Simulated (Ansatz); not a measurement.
# Zn38Mg10O48: the cost of one run

All numbers are computed with Ansatz 0.2.0 (PAW, plane waves).

**1. The starting cell**

96 atoms (38 Zn, 10 Mg, 48 O); a = 9.733 Å, b = 11.239 Å, c = 10.353 Å, α = 90.00°, β = 90.00°, γ = 90.00°. All atoms were shaken off their sites by about 0.02 Å along each axis.

Steps to follow: (2) PBEsol cell relaxation at the single k point (¼, ¼, ¼), on 1 × NVIDIA H100 80GB HBM3 with 11 threads of AMD EPYC 7R13; (3) PBE single point at the Γ point alone, on 1 × NVIDIA H100 80GB HBM3 with 11 threads of AMD EPYC 7R13; (4) r²SCAN single point at the Γ point alone, on 1 × NVIDIA H100 80GB HBM3 with 11 threads of AMD EPYC 7R13; (5) HSE06 single point at the Γ point alone, on 1 × NVIDIA H100 80GB HBM3 with 11 threads of AMD EPYC 7R13; (6) HSE06 with spin–orbit coupling single point at the Γ point alone, on 1 × NVIDIA H100 80GB HBM3 with 11 threads of AMD EPYC 7R13.

**2. Relaxing cell and atoms with PBEsol**

in.yaml

```yaml
crystal:
  lattice:
    - [9.732981, 0.000000, 0.000000]
    - [0.000000, 11.238679, 0.000000]
    - [0.000000, 0.000000, 10.353159]
  atoms:
    - { symbol: Zn, position: [0.168120, 0.083499, 0.248394] }
    - { symbol: Zn, position: [0.167411, 0.084520, 0.751549] }
    - { symbol: Zn, position: [0.999873, 0.334974, 0.252810] }
    - { symbol: Zn, position: [0.001130, 0.333378, 0.748888] }
    - { symbol: Zn, position: [0.501609, 0.083756, 0.251287] }
    - { symbol: Zn, position: [0.502457, 0.080358, 0.745999] }
    - { symbol: Zn, position: [0.333308, 0.337244, 0.248466] }
    - { symbol: Zn, position: [0.163763, 0.586409, 0.250819] }
    - { symbol: Zn, position: [0.997644, 0.830054, 0.248279] }
    - { symbol: Zn, position: [0.831915, 0.082846, 0.250029] }
    - { symbol: Zn, position: [0.831919, 0.084433, 0.747280] }
    - { symbol: Zn, position: [0.662912, 0.334782, 0.252366] }
    - { symbol: Zn, position: [0.499303, 0.582785, 0.247885] }
    - { symbol: Zn, position: [0.503066, 0.582658, 0.747747] }
    - { symbol: Zn, position: [0.333058, 0.831566, 0.744993] }
    - { symbol: Zn, position: [0.831771, 0.582062, 0.251296] }
    - { symbol: Zn, position: [0.832079, 0.585926, 0.746572] }
    - { symbol: Zn, position: [0.668071, 0.831173, 0.249209] }
    - { symbol: Zn, position: [0.663976, 0.833528, 0.747193] }
    - { symbol: Zn, position: [0.001195, 0.165133, 0.496433] }
    - { symbol: Zn, position: [0.335562, 0.167860, 0.996801] }
    - { symbol: Zn, position: [0.162353, 0.415490, 0.002294] }
    - { symbol: Zn, position: [0.999724, 0.666503, 0.000661] }
    - { symbol: Zn, position: [0.665174, 0.164822, 0.498201] }
    - { symbol: Zn, position: [0.665846, 0.165670, 0.000083] }
    - { symbol: Zn, position: [0.497688, 0.413995, 0.498618] }
    - { symbol: Zn, position: [0.499241, 0.418445, 0.995862] }
    - { symbol: Zn, position: [0.334165, 0.665270, 0.496068] }
    - { symbol: Zn, position: [0.334796, 0.667747, 0.997002] }
    - { symbol: Zn, position: [0.164376, 0.917888, 0.496974] }
    - { symbol: Zn, position: [0.164983, 0.921087, 0.997909] }
    - { symbol: Zn, position: [0.834963, 0.416368, 0.498502] }
    - { symbol: Zn, position: [0.832939, 0.417182, 0.999651] }
    - { symbol: Zn, position: [0.667235, 0.667952, 0.498744] }
    - { symbol: Zn, position: [0.665663, 0.665982, 0.000373] }
    - { symbol: Zn, position: [0.500316, 0.918015, 0.498956] }
    - { symbol: Zn, position: [0.501665, 0.918778, 0.998072] }
    - { symbol: Zn, position: [0.836186, 0.917812, 0.996403] }
    - { symbol: Mg, position: [0.332181, 0.334578, 0.744335] }
    - { symbol: Mg, position: [0.169029, 0.584355, 0.745783] }
    - { symbol: Mg, position: [0.001119, 0.836570, 0.748303] }
    - { symbol: Mg, position: [0.666839, 0.331486, 0.750240] }
    - { symbol: Mg, position: [0.330954, 0.831419, 0.248011] }
    - { symbol: Mg, position: [0.001374, 0.166745, 0.999385] }
    - { symbol: Mg, position: [0.334526, 0.169051, 0.496439] }
    - { symbol: Mg, position: [0.164458, 0.417467, 0.500964] }
    - { symbol: Mg, position: [0.000370, 0.664624, 0.498277] }
    - { symbol: Mg, position: [0.833451, 0.917304, 0.497404] }
    - { symbol: O, position: [0.999351, 0.166668, 0.189358] }
    - { symbol: O, position: [0.998003, 0.167626, 0.689171] }
    - { symbol: O, position: [0.332892, 0.167391, 0.186231] }
    - { symbol: O, position: [0.337645, 0.163737, 0.692772] }
    - { symbol: O, position: [0.163018, 0.413974, 0.192009] }
    - { symbol: O, position: [0.166842, 0.417930, 0.691154] }
    - { symbol: O, position: [0.001178, 0.664862, 0.186091] }
    - { symbol: O, position: [0.998214, 0.662356, 0.691615] }
    - { symbol: O, position: [0.665446, 0.167718, 0.189251] }
    - { symbol: O, position: [0.671588, 0.160920, 0.691480] }
    - { symbol: O, position: [0.500906, 0.418530, 0.192242] }
    - { symbol: O, position: [0.503118, 0.417013, 0.690831] }
    - { symbol: O, position: [0.334404, 0.668546, 0.187313] }
    - { symbol: O, position: [0.334055, 0.668425, 0.688352] }
    - { symbol: O, position: [0.164436, 0.916875, 0.191314] }
    - { symbol: O, position: [0.168280, 0.916805, 0.689315] }
    - { symbol: O, position: [0.831673, 0.414374, 0.186899] }
    - { symbol: O, position: [0.830202, 0.415814, 0.688927] }
    - { symbol: O, position: [0.665868, 0.666736, 0.188345] }
    - { symbol: O, position: [0.665261, 0.665761, 0.689315] }
    - { symbol: O, position: [0.500121, 0.915871, 0.194213] }
    - { symbol: O, position: [0.500701, 0.912519, 0.690045] }
    - { symbol: O, position: [0.834230, 0.916283, 0.188789] }
    - { symbol: O, position: [0.832644, 0.915759, 0.687316] }
    - { symbol: O, position: [0.165424, 0.082298, 0.441568] }
    - { symbol: O, position: [0.167152, 0.084120, 0.941063] }
    - { symbol: O, position: [0.995230, 0.336418, 0.440224] }
    - { symbol: O, position: [0.001070, 0.334478, 0.938848] }
    - { symbol: O, position: [0.501975, 0.080306, 0.439059] }
    - { symbol: O, position: [0.503260, 0.083682, 0.938215] }
    - { symbol: O, position: [0.335958, 0.332963, 0.441027] }
    - { symbol: O, position: [0.333582, 0.335125, 0.937269] }
    - { symbol: O, position: [0.165534, 0.584081, 0.441284] }
    - { symbol: O, position: [0.167037, 0.584074, 0.936439] }
    - { symbol: O, position: [0.997654, 0.833955, 0.436088] }
    - { symbol: O, position: [0.002832, 0.832776, 0.940177] }
    - { symbol: O, position: [0.831750, 0.084858, 0.444830] }
    - { symbol: O, position: [0.834476, 0.084063, 0.943676] }
    - { symbol: O, position: [0.668490, 0.333703, 0.440038] }
    - { symbol: O, position: [0.662384, 0.334984, 0.935947] }
    - { symbol: O, position: [0.496492, 0.584061, 0.439860] }
    - { symbol: O, position: [0.499978, 0.582486, 0.941589] }
    - { symbol: O, position: [0.332517, 0.832703, 0.438528] }
    - { symbol: O, position: [0.332979, 0.832651, 0.937591] }
    - { symbol: O, position: [0.831765, 0.579253, 0.440946] }
    - { symbol: O, position: [0.834283, 0.583780, 0.941001] }
    - { symbol: O, position: [0.668940, 0.831764, 0.442152] }
    - { symbol: O, position: [0.667105, 0.832976, 0.939682] }
  symmetry: { detect: false }
kpoints:
  mp_grid: { grid: [1, 1, 1], shift: [0.25, 0.25, 0.25] }
hamiltonian:
  xc: pbesol
scf:
  occupations: { method: fermi_dirac, width: 0.01 }
relax:
  f_tol: 0.03
  max_steps: 80
  escape_saddle: false
  adjacent_minimum: "off"
  cell: { fix: [alpha, beta, gamma] }
output:
  forces: true
  eigenvalues: true
  populations: true
```

The run is started by

```sh
ansatz run in.yaml --threads 11 --pin off --max-ram 154850MiB --runs-dir r --events-out ev --progress --plain --backend cuda --devices 0, --max-vram 75GiB
```

**Question.** How long does this run take on 1 × NVIDIA H100 80GB HBM3 with 11 threads of AMD EPYC 7R13, shared host, and how much memory does it need?

About 8.6 s, with a peak of 1.5 GiB on the host.
